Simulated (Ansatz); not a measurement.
# FGaH₅NSSi: up Jacob's ladder to CCSD(T)

One table from this session's results is given with a row withheld; the runs are named, their logs left out.

Method: functionals in def2-TZVPP, the program's frozen cores in correlated methods; program: Ansatz 0.2.0, Gaussian basis.

Plan: LDA (SPW92), PBE-D4, revPBE-D4, BLYP-D4, r2SCAN-D4, B97M-V, PBE0-D4, B3LYP-D4, r2SCANh-D4, r2SCAN0-D4, HSE06-D4, BHLYP-D4, CAM-B3LYP-D4, LC-ωPBE, ωB97X-V, ωB97M-V, B2PLYP, PBE-QIDH; CCSD(T)/def2-SVP; CCSD(T)/def2-TZVPP; MP2/def2-QZVPP; extrapolation to the limit; RPA on PBE.

## Structure used throughout

All runs share one geometry, relaxed beforehand with PBE0-D4 in a triple-zeta def2 set.

SMILES `[NH2][Ga]([SH])[SiH2]F`, 10 atoms, charge 0, spin multiplicity 1.

Atoms are counted from 1 here; the program's logs count them from 0.

Bond lengths: N1–Ga2 1.812 Å, N1–H6 1.005 Å, N1–H7 1.006 Å, Ga2–S3 2.212 Å, Ga2–Si4 2.403 Å, S3–H8 1.343 Å, Si4–F5 1.611 Å, Si4–H9 1.487 Å, Si4–H10 1.487 Å. Angles: Ga2–N1–H6 125.1°, Ga2–N1–H7 122.7°, H6–N1–H7 112.2°, N1–Ga2–S3 117.4°, N1–Ga2–Si4 121.6°, S3–Ga2–Si4 121.0°, Ga2–S3–H8 94.7°, Ga2–Si4–F5 108.8°, Ga2–Si4–H9 112.3°, Ga2–Si4–H10 112.3°, F5–Si4–H9 107.5°, F5–Si4–H10 107.5°, H9–Si4–H10 108.2°.

Set-up of the first run:

in.yaml reads:

```yaml
crystal:
  periodic: [false, false, false]
  atoms:
    - {symbol: N, position_ang: [-0.672677, -1.507670, 0.920141]}
    - {symbol: Ga, position_ang: [0.391774, -0.190491, 0.276449]}
    - {symbol: S, position_ang: [2.491449, -0.147680, 0.970463]}
    - {symbol: Si, position_ang: [-0.432747, 1.450297, -1.273725]}
    - {symbol: F, position_ang: [-1.991806, 1.159987, -1.555138]}
    - {symbol: H, position_ang: [-0.383712, -2.218136, 1.570270]}
    - {symbol: H, position_ang: [-1.639655, -1.600424, 0.659826]}
    - {symbol: H, position_ang: [2.368725, -1.229615, 1.757414]}
    - {symbol: H, position_ang: [-0.323544, 2.834683, -0.742374]}
    - {symbol: H, position_ang: [0.275293, 1.398050, -2.580226]}
basis:
  gaussian: {orbitals: def2-TZVPP}
hamiltonian: {xc: lda}
output: {orbitals: {seedname: orbitals}}
```

Among the steps run: LDA; PBE-D4 (GGA); revPBE-D4 (GGA); BLYP-D4 (GGA); r2SCAN-D4 (meta-GGA); B97M-V (meta-GGA); PBE0-D4 (hybrid); B3LYP-D4 (hybrid); r2SCANh-D4 (hybrid); r2SCAN0-D4 (hybrid); HSE06-D4 (hybrid); BHLYP-D4 (hybrid); CAM-B3LYP-D4 (range-separated); LC-ωPBE (range-separated); ωB97X-V (range-separated); ωB97M-V (range-separated); B2PLYP (double hybrid); PBE-QIDH (double hybrid).

One table of the session follows, with a row left open; its other results are not shown here.

It belongs to the step «Orbital energies across the functionals». 

```
  functional  HOMO (eV)  gap (eV)
 LDA (SPW92)      -6.15      4.12
      PBE-D4      -5.99      4.18
   revPBE-D4      -5.93      4.22
     BLYP-D4      -5.83      4.14
   r2SCAN-D4      -6.28      4.61
      B97M-V      -6.34      4.56
     PBE0-D4      -7.28      6.18
    B3LYP-D4      -7.02      5.72
  r2SCANh-D4      -6.76      5.34
  r2SCAN0-D4      -7.47      6.45
    HSE06-D4      -6.87      5.41
    BHLYP-D4          ?         ?
CAM-B3LYP-D4      -8.61      8.47
     LC-ωPBE     -10.04     10.96
     ωB97X-V      -9.65     10.47
     ωB97M-V      -9.50     10.14
```

**Question.** Estimate the row for BHLYP-D4.

Worked estimate for «HOMO (eV)». Against the share of exact exchange, BLYP-D4 (0, -5.83), B3LYP-D4 (0.2, -7.02) give a slope of -5.95 per unit share; at 0.5 the line stands at -8.80.

The run gave: HOMO (eV): -8.41; gap (eV): 8.09. In «HOMO (eV)» the line misses by -0.39.
